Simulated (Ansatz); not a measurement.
Write a Python script for the Python package of Ansatz (0.2.0) that makes a short molecular-dynamics run of CH4BFO, SMILES CB(O)F. Settings (for the species named): Hartree-Fock, def2-SVP basis, multiplicity 1.

```xyz
8

C    -0.3458    0.7981   -0.2554
B     0.5350   -0.4120    0.0165
O     0.2948   -1.2264    1.1944
F     1.6822   -0.7222   -0.9020
H    -0.9068    0.6990   -1.2581
H    -1.1519    0.9567    0.5366
H     0.2508    1.7657   -0.2995
H    -0.2662   -1.9160    0.9117
```

The script, `md_ch4bfo.py`:
```python
'''Molecular dynamics of one CH4BFO molecule.'''

import warnings

import ansatz as az
import numpy as np

config = {
    'basis_set': 'def2-SVP',
    'xc': 'HF',
    'n_steps': 40,
    'temperature_k': 500,
}

GEOMETRY = '''
C    -0.34580    0.79810   -0.25540
B     0.53500   -0.41200    0.01650
O     0.29480   -1.22640    1.19440
F     1.68220   -0.72220   -0.90200
H    -0.90680    0.69900   -1.25810
H    -1.15190    0.95670    0.53660
H     0.25080    1.76570   -0.29950
H    -0.26620   -1.91600    0.91170
'''

warnings.simplefilter('ignore', az.DeckWarning)

ch4bfo = az.Crystal.molecule()
for line in GEOMETRY.strip().splitlines():
    symbol, *xyz = line.split()
    ch4bfo = ch4bfo.atom(symbol, [float(v) for v in xyz])

setup = ch4bfo.calculation()
setup = setup.basis(gaussian=config['basis_set'])
setup = setup.functional(config['xc'])
symbols = [site.symbol for site in ch4bfo.cartesian_sites]
start = np.array([site.position_ang for site in ch4bfo.cartesian_sites], dtype=float)
rep = setup.relax(force_tolerance=0.02).run().report
end = np.array(rep['positions_ang'])
minimum = az.Crystal.molecule()
for symbol, place in zip(symbols, end):
    minimum = minimum.atom(symbol, place.tolist())

# dynamics from the relaxed geometry
setup = (
    minimum.calculation()
    .basis(gaussian=config['basis_set'])
    .functional(config['xc'])
    .md('nve', timestep=0.5, steps=config['n_steps'], temperature=config['temperature_k'], initial_velocities='maxwell_boltzmann', seed=42)
)
frames = []
result = setup.session().plan().execute(on_event=lambda e: frames.append(e['data']) if e['event'] == 'md_step' else None)
print('t (fs)   E_pot (eV)      E_kin (eV)   T (K)   d(0-1) (A)')
for f in frames[::3]:
    xyz = np.array(f['positions_ang'])
    print(f'{f["time_fs"]:6.2f} {f["lagrangian_ev"]:14.5f} {f["e_kin_ev"]:10.5f} {f["temperature_k"]:8.1f} {np.linalg.norm(xyz[0] - xyz[1]):9.4f}')
kept = np.array([f['conserved_ev'] for f in frames])
print(f'conserved energy moves by at most {1000 * np.ptp(kept):.3f} meV')
symbols = [site.symbol for site in ch4bfo.cartesian_sites]
with open('last_frame.xyz', 'w') as handle:
    handle.write(f'{len(symbols)}\nt = {frames[-1]["time_fs"]} fs\n')
    handle.writelines('{:2s} {:10.5f} {:10.5f} {:10.5f}\n'.format(s, *xyz) for s, xyz in zip(symbols, frames[-1]['positions_ang']))
```

```console
$ python md_ch4bfo.py
t (fs)   E_pot (eV)      E_kin (eV)   T (K)   d(0-1) (A)
  0.00    -6507.21610    0.38778    500.0    1.5707
  1.50    -6507.15397    0.32642    420.9    1.5934
  3.00    -6507.05706    0.23007    296.7    1.6117
  4.50    -6506.99828    0.17100    220.5    1.6228
  6.00    -6506.95828    0.13143    169.5    1.6265
  7.50    -6506.98035    0.15359    198.0    1.6236
  9.00    -6507.07032    0.24278    313.0    1.6154
 10.50    -6507.12925    0.30110    388.2    1.6033
 12.00    -6507.08772    0.26030    335.6    1.5882
 13.50    -6507.02593    0.19875    256.3    1.5715
 15.00    -6506.97830    0.15087    194.5    1.5559
 16.50    -6506.92444    0.09758    125.8    1.5448
 18.00    -6506.92633    0.09961    128.4    1.5409
 19.50    -6506.99877    0.17127    220.8    1.5450
conserved energy moves by at most 1.671 meV
```

It writes `last_frame.xyz`:
```text
8
t = 20.0 fs
C    -0.34041    0.92430   -0.32802
B     0.26145   -0.44824    0.05969
O     0.01016   -1.34718    1.04725
F     1.28885   -0.84005   -0.77909
H    -0.48834    0.90579   -1.42153
H    -1.27177    1.19184    0.18963
H     0.38343    1.73944   -0.20279
H     0.56173   -2.11353    0.94707
```

These settings explore the input space; basis and method may be short of convergence. The trajectory is only some femtoseconds long, so its temperature is not equilibrated; where the script doesn't relax first, it starts from a rough generated geometry. The temperature counts the internal degrees of freedom alone. Run time: 53 s on 1 thread of Arm Neoverse V1 (shared host), peak memory 0.21 GiB.

(Lines on the test bed's own set-up are left out of the output.)
